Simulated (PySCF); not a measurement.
The system is NMgFH2, in a box.

```
N Mg F H
1.0
    13.00000    0.00000    0.00000
     0.00000   13.00000    0.00000
     0.00000    0.00000   11.00000
N Mg F H
1 1 1 2
Direct
  0.44013 0.56568 0.49172
  0.53387 0.46180 0.53345
  0.62158 0.36462 0.57247
  0.44023 0.63862 0.52298
  0.38042 0.55898 0.43371
```

Base run:

| Property | Result |
| --- | --- |
| Program | PySCF 2.14.0 |
| Functional | MN15-L |
| Dispersion | D3 |
| Potentials or basis | def2-svp (all-electron) |
| k mesh | 1 × 1 × 1 |
| Occupations | fixed |
| Spin | no spin polarisation |

Its results: gap between the frontier levels 3.87 eV.

Task: The run is repeated on the same cell with these changes: functional from MN15-L to TPSSh. What comes out?

Result: Gap between the frontier levels 4.34 eV.

Caveats: this is a molecule in a periodic box at the Γ point, so its band gap is the HOMO-LUMO gap; the basis of atomic orbitals isn't converged, which shifts pressures, moduli and gaps.

A k mesh can miss the band edges.

Not every run made on this cell is shown here.
